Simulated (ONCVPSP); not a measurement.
# Pseudopotential generation for Pd: ONCV, PBEsol

Do these settings give a usable potential? It is generated, then checked for transferability, scattering, ghosts and hardness.

Program: ONCVPSP 4.0.1. Reference atom: PBEsol, scalar-relativistic, spherical and spin-unpolarised. All values are calculated.

## (1) The atom and the settings

The settings as typed:

```
element                 : palladium (Pd, Z = 46)
type                    : optimised norm-conserving Vanderbilt (ONCV)
frozen core             : [Ar] 3d10
valence charge          : 18
reference configuration : 4s2 4p6 4d10
partial waves           : 4s: rc 1.40 bohr, ncon 4, nbas 8, qcut 11 1/bohr, 2 projectors, debl 2.1 Ha; 4p: rc 1.25 bohr, ncon 4, nbas 9, qcut 10.9 1/bohr, 1 projector; 4d: rc 1.55 bohr, ncon 5, nbas 10, qcut 10 1/bohr, 2 projectors, debl 3.1 Ha; f scattering state at 0.08 Ha: rc 1.65 bohr, ncon 3, nbas 7, qcut 7.4 1/bohr, 2 projectors, debl 3.4 Ha
local potential         : polynomial inside 1.10 bohr (lpopt 4, dvloc0 0 Ha)
core correction         : polynomial model core, fcfact 0.6
```

The outer shells as boxes (Hund's rule for the drawing; the calculation is spin-unpolarised):

```
[Ar] core
3d [↑↓][↑↓][↑↓][↑↓][↑↓]
4s [↑↓]
4p [↑↓][↑↓][↑↓]
4d [↑↓][↑↓][↑↓][↑↓][↑↓]
```

The nodes and maxima of the atom's own shells, from an earlier all-electron run, set the scale for the radii.

All-electron outer shells of the reference configuration (PBEsol, scalar-relativistic, ld1.x):

```csv
shell,level (eV),outermost node (bohr),outermost maximum (bohr)
4s,-85.25,0.45,0.85
4p,-51.14,0.46,0.91
4d,-4.05,0.45,1.10
5s,-3.30,1.15,2.67
5p,-0.23,1.32,4.47
```

## (2) Generation

Contents of Pd.dat:

```
# ATOM AND REFERENCE CONFIGURATION
# atsym  z   nc   nv     iexc    psfile
  Pd 46.00    6    3  -116133      upf
#
#   n    l    f
    1    0    2.00
    2    0    2.00
    2    1    6.00
    3    0    2.00
    3    1    6.00
    3    2   10.00
    4    0    2.00
    4    1    6.00
    4    2   10.00
#
# PSEUDOPOTENTIAL AND OPTIMIZATION
# lmax
    3
#
#   l,   rc,      ep,       ncon, nbas, qcut
    0    1.40    0.00    4    8   11.00
    1    1.25    0.00    4    9   10.90
    2    1.55    0.00    5   10   10.00
    3    1.65    0.08    3    7    7.40
#
# LOCAL POTENTIAL
# lloc, lpopt,  rc(5),   dvloc0
    4    4    1.10    0.00
#
# VANDERBILT-KLEINMAN-BYLANDER PROJECTORs
# l, nproj, debl
    0    2    2.10
    1    1    2.40
    2    2    3.10
    3    2    3.40
#
# MODEL CORE CHARGE
# icmod, fcfact, rcfact
    1    0.60    0.00
#
# LOG DERIVATIVE ANALYSIS
# epsh1, epsh2, depsh
   -5.00    5.00    0.04
#
# OUTPUT GRID
# rlmax, drl
    6.00    0.01
#
# TEST CONFIGURATIONS
# ncnf
    4
# nvcnf
#   n    l    f
    3
    4    0    2.00
    4    1    6.00
    4    2    9.00
#
    3
    4    0    2.00
    4    1    6.00
    4    2    8.00
#
    3
    4    0    2.00
    4    1    6.00
    4    2    7.00
#
    3
    4    0    2.00
    4    1    6.00
    4    2    6.00
#
```

Started as:

```sh
oncvpsp.x < Pd.dat > Pd.out
```

Q: Predict the outcome of this session. Wanted: cutoffs for 1 and 0.1 mHa per electron, occupied waves; bound ghosts; GHOST(+) flags; largest test error; largest phase difference near zero energy, channels read; rms error of d²Exc/dn², without and with the model core; projector energies reset by the program.

As calculated:

| quantity | value |
| --- | --- |
| cutoffs for 1 and 0.1 mHa per electron, occupied waves | 41 Ha and 49 Ha |
| bound ghosts | none found |
| GHOST(+) flags | s at 479 eV |
| largest test error (AE − PS) | -0.9 meV, for 4s2 4p6 4d8 (2 tests unsolved) |
| largest phase difference near zero energy, channels read | 0.004 rad |
| rms error of d²Exc/dn², without and with the model core | 3.20 and 0.39 mHa |
| projector energies reset by the program | s: -3.133, 0.250 Ha |

What this shows: By total energies transferability is very good where solved: the largest error is 0.9 meV on 29.9 eV, for 4s2 4p6 4d8. Of the tests 2 gave no usable energy difference, which is a warning in itself. It counts as hard, with 41 Ha needed at the looser tolerance. The program's ghost test flags no bound state. Near zero energy the phases of the channels with partial waves agree within 0.004 rad. The program also flags highly localised states, GHOST(+) (s). All of this concerns the isolated atom, not yet a solid.
